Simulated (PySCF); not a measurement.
# Ways to converge the SCF of BeH2

The same problem is solved with other solver options, one edit a run.

Program: PySCF 2.14.0. Level of theory: method and basis as typed in the scripts. These are calculated values, not measurements.

## 1. Where the work starts

BeH2: 3 atoms, charge 0, spin multiplicity 1.

Bond lengths: Be1–H2 1.311 Å, Be1–H3 1.311 Å. Angles: H2–Be1–H3 180.0°.

Coordinates:

| atom | x (Å) | y (Å) | z (Å) |
| --- | --- | --- | --- |
| Be1 | 0.0000 | 0.0000 | 0.0000 |
| H2 | 0.0000 | 0.0000 | 1.3111 |
| H3 | 0.0000 | 0.0000 | -1.3111 |

## 2. Base script

Input file input.py:

```python
from pyscf import gto, scf, mcscf

mol = gto.M(
    atom='Be 0 0 0; H 0 0 1.3111; H 0 0 -1.3111',
    basis='6-31+g*',
    charge=0,
    spin=0,
    verbose=4,
)
mf = scf.RHF(mol)
mf.kernel()
mc = mcscf.CASSCF(mf, 4, 6)
mc.kernel()
mc.analyze()
mf.dip_moment()
print('orbital energies (hartree):', mf.mo_energy[..., max(0, mol.nelec[1]-3):mol.nelec[0]+3].round(4))
```

Command:

```sh
> OMP_NUM_THREADS=1 python input.py
```

The log of this run is left out.

It gives: E(SCF) = -15.766221 Eh, 6 cycles, E(CAS) − E(SCF) = -0.00270 Eh, μ = 0.00 D (of the SCF density).

## 3. Initial guess core

Edit 1 changes initial guess: minao → core.

Input file input.py:

```python
from pyscf import gto, scf, mcscf

mol = gto.M(
    atom='Be 0 0 0; H 0 0 1.3111; H 0 0 -1.3111',
    basis='6-31+g*',
    charge=0,
    spin=0,
    verbose=4,
)
mf = scf.RHF(mol)
mf.init_guess = 'core'
mf.kernel()
mc = mcscf.CASSCF(mf, 4, 6)
mc.kernel()
mc.analyze()
mf.dip_moment()
print('orbital energies (hartree):', mf.mo_energy[..., max(0, mol.nelec[1]-3):mol.nelec[0]+3].round(4))
```

Command:

```sh
> OMP_NUM_THREADS=1 python input.py
```

## 4. Smearing width 0.2 hartree

Edit 2 changes smearing width: none → 0.2 hartree; step after the SCF: casscf → none.

input.py, as its differences from that of step 2:

```diff
@@ -1,2 +1,2 @@
-from pyscf import gto, scf, mcscf
+from pyscf import gto, scf
 
@@ -10,6 +10,4 @@
 mf = scf.RHF(mol)
+mf = scf.addons.smearing_(mf, sigma=0.2, method='fermi')
 mf.kernel()
-mc = mcscf.CASSCF(mf, 4, 6)
-mc.kernel()
-mc.analyze()
 mf.dip_moment()
```

## 5. Initial guess huckel

Edit 3 changes initial guess: minao → huckel.

input.py, as its differences from that of step 2:

```diff
@@ -10,2 +10,3 @@
 mf = scf.RHF(mol)
+mf.init_guess = 'huckel'
 mf.kernel()
```

Q: Predict the outcome of this session. Wanted: for each run, E(SCF); from base; gap; SCF dipole; after the SCF.

As calculated:

| run | E(SCF) (hartree) | from base (eV) | cycles | gap (eV) | SCF dipole (D) | after the SCF |
| --- | --- | --- | --- | --- | --- | --- |
| base | -15.766221 | 0 | 6 | 13.16 | 0.00 | CASSCF correlation -0.073 eV |
| initial guess core | -15.766221 | 0.0000 | 6 | 13.16 | 0.00 | CASSCF correlation -0.073 eV |
| smearing width 0.2 hartree (poor choice) | -14.832406 | not comparable | 13 | n/a | 0.00 | n/a |
| initial guess huckel | -15.766221 | 0.0000 | 6 | 13.16 | 0.00 | CASSCF correlation -0.073 eV |

Distance from each run's final energy (log10 hartree) by cycle:

| run | cycle 1 | cycle 2 | cycle 3 | cycle 5 | cycle 8 | cycle 12 |
| --- | --- | --- | --- | --- | --- | --- |
| base | -1.8 | -2.9 | -5.3 | -9.7 | done | done |
| initial guess core | -1.8 | -2.9 | -5.3 | -9.7 | done | done |
| smearing width 0.2 hartree (poor choice) | -2.2 | -1.4 | -2.5 | -4.4 | -6.6 | -9.2 |
| initial guess huckel | -2.4 | -3.6 | -5.5 | -10.3 | done | done |

**Reading.** With initial guess core or initial guess huckel the SCF ends at the base energy. PySCF falls back to minao for a guess that it doesn't know or can't read, so that run repeats the base. With initial guess core, initial guess huckel the path hardly changes: 6 cycles against 6. Rows marked «poor choice» come from settings spoiled on purpose.
